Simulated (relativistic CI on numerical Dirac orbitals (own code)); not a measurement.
# Cu³⁺: 3s photoemission with charge transfer

Wanted: the shape of the 3s photoemission spectrum of Cu³⁺ in a cubic metal-ligand cluster, for 5 values of tenDq.

Method: charge-transfer multiplet model of a cubic metal-ligand cluster with up to 3 ligand holes, Slater and spin-orbit integrals from Dirac-Coulomb-Breit ions, Slater integrals scaled by 0.8. Code: relativistic CI on numerical Dirac orbitals (own code) version 3.

### 1 The atom as given

- ion: Cu³⁺ (Cu IV)
- nuclear charge: 29
- electrons: 26
- d electrons: 8
- ligand holes at most: 2
- parameters: in eV; Veg, Vt2g hoppings, tenDq and tenDqL metal and ligand splittings (negative tenDq: tetrahedral), red the scaling of hopping with a core hole
- temperature: 300 K
- widths: Lorentz 1.4 eV, Gauss 0.8 eV

### 2 tenDq = 1.85 eV

Input settings:

```ini
cluster ion=Cu3+ d8 ligand_holes=3 slater_scale=0.8
Delta=1.8 Udd=6.9 Upd=8.9 tenDq=1.85 tenDqL=1.2 Veg=1.6 Vt2g=-0.78 red=1
spectrum xps 3s T=300 lorentz=1.4 gauss=0.8
```

Launch:

```bash
> python run_levels.py task.json out
```

One command runs all members of the session, one after another, from task.json.

### 3 tenDq = 0.95 eV

Input settings:

```ini
cluster ion=Cu3+ d8 ligand_holes=3 slater_scale=0.8
Delta=1.8 Udd=6.9 Upd=8.9 tenDq=0.95 tenDqL=1.2 Veg=1.6 Vt2g=-0.78 red=1
spectrum xps 3s T=300 lorentz=1.4 gauss=0.8
```

### 4 tenDq = 1.55 eV

Input settings:

```ini
cluster ion=Cu3+ d8 ligand_holes=3 slater_scale=0.8
Delta=1.8 Udd=6.9 Upd=8.9 tenDq=1.55 tenDqL=1.2 Veg=1.6 Vt2g=-0.78 red=1
spectrum xps 3s T=300 lorentz=1.4 gauss=0.8
```

### 5 tenDq = 2.15 eV

Input settings:

```ini
cluster ion=Cu3+ d8 ligand_holes=3 slater_scale=0.8
Delta=1.8 Udd=6.9 Upd=8.9 tenDq=2.15 tenDqL=1.2 Veg=1.6 Vt2g=-0.78 red=1
spectrum xps 3s T=300 lorentz=1.4 gauss=0.8
```

### 6 tenDq = 2.45 eV

Input settings:

```ini
cluster ion=Cu3+ d8 ligand_holes=3 slater_scale=0.8
Delta=1.8 Udd=6.9 Upd=8.9 tenDq=2.45 tenDqL=1.2 Veg=1.6 Vt2g=-0.78 red=1
spectrum xps 3s T=300 lorentz=1.4 gauss=0.8
```

(Steps that only read results are left out.)

**Question.** What will these runs give? Wanted: d count; ground spin.

As calculated:

| run | d count | weight without ligand hole | ground S | up to four highest peaks (% of the highest), eV from the first main peak |
| --- | --- | --- | --- | --- |
| tenDq = 1.85 eV | 8.22 | 0.78 | 1.00 | 0.0 (100), 4.6 (62), 7.4 (98), 14.0 (54) |
| tenDq = 0.95 eV | 8.26 | 0.75 | 1.00 | 0.0 (100), 4.4 (59), 7.8 (96), 14.6 (52) |
| tenDq = 1.55 eV | 8.23 | 0.77 | 1.00 | 0.0 (100), 4.4 (61), 7.5 (99), 14.1 (53) |
| tenDq = 2.15 eV | 8.21 | 0.80 | 1.00 | 0.0 (100), 4.6 (65), 7.3 (97), 13.7 (54) |
| tenDq = 2.45 eV | 8.20 | 0.81 | 1.00 | 0.0 (100), 4.7 (67), 7.2 (93), 13.6 (54) |

| quantity | value |
| --- | --- |
| d count | 8.20 to 8.26 |
| ground spin (effective S from ⟨S²⟩) | 1.00 |

What this shows: From tenDq = 0.95 eV to tenDq = 2.45 eV the ground-state d count goes from 8.26 to 8.20. In the first run d8 holds 78 % of the ground state. The cluster parameters are drawn, not fitted to a compound. The exchange splitting of an s hole comes out too large without intra-shell correlation.
